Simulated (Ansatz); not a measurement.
# Strontium, hcp: r²SCAN0 after r²SCAN

How do the levels change when part of the exchange is made exact, and what does it cost? Spin polarisation is left out. The cell comes from an earlier r²SCAN relaxation. Exact exchange is dear, so the k-mesh is coarse, and r²SCAN is run on the same mesh for comparison.

Computed with Ansatz 0.2.0 (DFT, plane waves (500 eV) with PBE-made PAW files, scalar-relativistic; functionals as named at each step, unless a step says otherwise).

### Step 1. The starting structure

It takes space group P6_3/mmc (No. 194, hexagonal). The conventional cell has a = 4.313 Å, b = 4.313 Å, c = 7.102 Å, α = 90.00°, β = 90.00°, γ = 120.00°. Sr (site symmetry -6m2) has 12 Sr at 4.31 to 4.34 Å as nearest neighbours.

As a file:

```cif
data_structure
_symmetry_space_group_name_H-M 'P 1'
_symmetry_Int_Tables_number 1
_cell_length_a 4.3133
_cell_length_b 4.3133
_cell_length_c 7.1017
_cell_angle_alpha 90.000
_cell_angle_beta 90.000
_cell_angle_gamma 120.000
_cell_volume 114.43
loop_
_atom_site_label
_atom_site_type_symbol
_atom_site_fract_x
_atom_site_fract_y
_atom_site_fract_z
_atom_site_occupancy
Sr1 Sr 0.33333 0.66667 0.25000 1
Sr2 Sr 0.66667 0.33333 0.75000 1
```

### Step 2. r²SCAN on the coarse mesh

The run with r²SCAN.

input.yaml reads:

```yaml
crystal:
  lattice:
    - [4.3133333371, 0.0, 0.0]
    - [-2.1566666685, 3.7354562449, 0.0]
    - [0.0, 0.0, 7.1017350028]
  atoms:
    - { symbol: Sr, position: [0.3333333333, 0.6666666667, 0.25] }
    - { symbol: Sr, position: [0.6666666667, 0.3333333333, 0.75] }
hamiltonian:
  xc: r2scan
  pseudopotentials:
    kind: paw
    azcp:
      Sr: "pseudopotentials/Sr.paw.azcp"
basis:
  ecutwfc: 500
  fft_grid_basis: typed
kpoints:
  mp_grid: { grid: [5, 5, 3], shift: [0, 0, 0] }
magnetization:
  spin_polarized: false
scf:
  occupations: { method: fermi_dirac, width: 0.1 }
```

Command:

```
$ ansatz run input.yaml --threads 4 --pin off --max-ram 8192MiB --backend cpu --events-out ev --progress --plain --runs-dir out
```

### Step 3. r²SCAN0 on the coarse mesh

The run with r²SCAN0.

input.yaml: that of step 2 with these lines changed.

```diff
@@ -9,3 +9,3 @@
 hamiltonian:
-  xc: r2scan
+  xc: r2scan0
   pseudopotentials:
```

(Steps that only read results are left out.)

What does the calculation give? Wanted: r²SCAN: gap; r²SCAN0: gap.

**Answer**, as computed:

| quantity | value |
| --- | --- |
| r²SCAN: gap | none (levels filled in part) |
| r²SCAN0: gap | none (levels filled in part) |
| r²SCAN0: SCF cycles, exchange loops | 16, 2 |
| r²SCAN0: CPU time over that of r²SCAN | 28 |

**Reading.** Neither r²SCAN nor r²SCAN0 shows a clean gap on this mesh. The hybrid took 28 times as much CPU time as r²SCAN on the same settings. The exchange operator of r²SCAN0 was renewed in 2 outer loops. Absolute energies differ from functional to functional, by eV per atom at times, and say nothing by themselves.
